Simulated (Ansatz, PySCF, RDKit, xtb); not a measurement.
# Solving GaSiH4OF, step by step

Given the formula GaSiH4OF and nothing else, which arrangement of the atoms is the most stable in the gas at 400 K, and what are its properties?

Plan: many cheap relaxations first (GFN2-xTB), then density-functional screening, relaxation at PBE0-D3(BJ)/def2-SVP, vibrations and a final energy. The numbers are computed, not measured.

7 further runs of the same task are left out: 7 set aside as unsound or not needed.

## Step 1: Possible bonding patterns

All bonding patterns within simple valence rules are listed by program: one Lewis structure each, at most two rings and one unusual centre or charged pair. O–O, O–halogen and N–halogen bonds and N–N–N chains are not drawn. That gives 19 candidates.

c039 [F][Ga@@H-]1[OH+][SiH2]1; c137 [OH][GaH][SiH2]F; c216 F[SiH-][OH+][GaH2]; c247 F/[SiH]=[O+]/[GaH3-]; c269 [OH2+][Si-](F)[GaH2]; c338 O[SiH+][GaH2-][F]; c379 F[SiH2][O][GaH2]; c413 F[Si@@H]1[OH+][GaH2-]1; c434 [OH2+][SiH-][GaH][F]; c558 O[Si+](F)[GaH3-]; c567 [OH][Ga]([F])[SiH3]; c576 [OH][Ga@H-]([F])[SiH2+]; c580 [OH][GaH2-][SiH+]F; c585 O[SiH2][GaH][F]; c591 O[Si@H](F)[GaH2]; c687 [F][GaH2-][O+]=[SiH2]; c804 [F][GaH][OH+][SiH2-]; c822 [F][GaH][O][SiH3]; c894 F/[SiH]=[O+]\[GaH3-].

Candidates are built by distance geometry, with a force field where one applies, in up to four conformers (letters a to d). 10 starts with atoms placed at random are added, to find patterns that the rules miss.

**Question.** With final energies at CCSD(T)/def2-SVP + MP2/def2-TZVPP - MP2/def2-SVP, which structure will this search put lowest in free energy, and by what margin?

| quantity | value |
| --- | --- |
| lowest structure found | F[SiH2][O][GaH2], singlet, Cs |
| next finalist | [F][GaH][O][SiH3], singlet, 14.5 kcal/mol higher in G |
| share at equilibrium, among the finalists | 100.0 % |
| harmonic wavenumbers, lowest and highest (PBE0-D3(BJ)/def2-SVP) | 40 and 2272 cm⁻¹ |
| rotational constants, same geometry | 0.3537, 0.04952, 0.04414 cm⁻¹ |
| dipole moment (PBE0/def2-TZVPD) | 1.75 D |
| HOMO energy (PBE0/def2-TZVPD) | -8.72 eV |
| LUMO energy (PBE0/def2-TZVPD) | -1.58 eV |
| HOMO–LUMO gap (PBE0/def2-TZVPD) | 7.14 eV |
| lowest excitation (TD-CAM-B3LYP/def2-SVPD) | 5.63 eV (f = 0.000) |
| strongest of the states computed, same level | 8.21 eV (f = 0.140) |
| lowest triplet excitation, same level, Tamm-Dancoff | 5.20 eV |
| vertical ionisation energy | 10.70 eV |
| vertical electron affinity | 0.01 eV |
| vertical triplet less singlet | +5.21 eV |

The search ends on `F[SiH2][O][GaH2]`. Among the finalists first place is clear (14.5 kcal/mol); structures outside the list aren't covered. HF/STO-3G, r2SCAN-D4/def2-SVP, PBE0-D3(BJ)/def2-SVP, HF/def2-SVP and MP2/def2-SVP already put its bonding pattern lowest among the structures in one piece; GFN2-xTB favours the singlet [F][GaH][O][SiH3]. One minimum inside the window was never screened. The search is not exhaustive (a finite list of starts, one conformer a finalist), so a lower isomer can't be ruled out. Patterns outside the rules of the enumeration were met only by chance.
